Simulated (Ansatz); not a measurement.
I need cell relaxations under several functionals of Li3Cu, space group I4/mmm. Use the Ansatz DFT code, driven from Python. Use (first run): LDA, PAW, cutoff 422 eV, 7×7×7 k-points, Fermi-Dirac smearing of 0.1 eV.

```xyz
4
Lattice="-2.0234 2.0234 3.5922 2.0234 -2.0234 3.5922 2.0234 2.0234 -3.5922" Properties=species:S:1:pos:R:3 pbc="T T T"
Li    0.0000    2.0234    1.7961
Li    2.0234    0.0000    1.7961
Li    0.0000    0.0000    3.5922
Cu    0.0000    0.0000    0.0000
```

`li3cu.py`
```python
# -*- coding: utf-8 -*-
'''Relaxed cell of Li3Cu under several functionals.'''

import warnings

import ansatz as az
import numpy as np

def edges_and_angles(cell):
    cell = np.asarray(cell)
    a, b, c = np.linalg.norm(cell, axis=1)
    cosines = cell[1] @ cell[2] / (b * c), cell[0] @ cell[2] / (a * c), cell[0] @ cell[1] / (a * b)
    return (a, b, c, *np.degrees(np.arccos(cosines)))

warnings.simplefilter('ignore', az.DeckWarning)

system = (
    az.Lattice.from_parameters(4.046756, 4.046756, 7.184405, alpha=90, beta=90, gamma=90)
    .space_group(139, hermann_mauguin='I4/mmm')
    .atom('Li', [0.0, 0.5, 0.25])
    .atom('Li', [0.5, 0.5, 0.0])
    .atom('Cu', [0.0, 0.0, 0.0])
    .primitive()
)

job = (
    system.calculation()
    .basis(31 * az.Ry)
    .kpoints(spacing=0.32)
    .occupations(az.OccupationsMethod.FERMI_DIRAC, width=0.1)
    .relax(cell=True)
)

levels = [('lda', 'none'), ('pbesol', 'd3bj'), ('pbesol', 'none')]
print('level            a       b       c    alpha   beta  gamma  V/atom  steps')
for name, dispersion in levels:
    seen = []
    run = job.functional(name, dispersion=dispersion).session().plan()
    res = run.execute(on_event=lambda e: seen.append(e) if e['event'] == 'relax_step' else None)
    cell = res.lattice.cell_ang
    label = name if dispersion == 'none' else f'{name}+{dispersion}'
    print('{:13s} {:7.4f} {:7.4f} {:7.4f} {:6.2f} {:6.2f} {:6.2f}'.format(label, *edges_and_angles(cell)), f'{abs(np.linalg.det(cell)) / len(res.lattice.sites):7.3f} {len(seen):5d}')
```

Running `python li3cu.py` prints:
```text
level            a       b       c    alpha   beta  gamma  V/atom  steps
lda            4.4340  4.4340  4.4340 126.17 126.17  79.62  13.724    10
pbesol+d3bj    4.3857  4.3857  4.3857 126.10 126.10  79.73  13.300     9
pbesol         4.5309  4.5309  4.5309 126.03 126.03  79.84  14.689     6
```

From smallest to largest: PBEsol+D3BJ (13.30 Å³ an atom, -9.6 % against the start), LDA (13.72 Å³ an atom, -6.7 % against the start) and PBEsol (14.69 Å³ an atom, -0.1 % against the start). The spread is 10.4 % in volume.

Caveats:
- Forces vanish by symmetry, so the ions can't move, and the end may be a saddle.
- Dispersion corrections can be off by several per cent in the lattices of metals, and by several GPa in the pressure at a fixed cell.
- For a metal this k-point mesh is coarse: on a finer one energies can move by several to tens of meV an atom and pressures by half a GPa or more, differences at one mesh by less.
- Edges and angles are those of the cell as typed, here a primitive one, not of the conventional cell.
- This cell is a computed structure, which may not be the phase found in nature.
- Hardware and time: 43 s on 1 thread of Arm Neoverse V2, with other jobs on the host, peak memory 0.45 GiB.
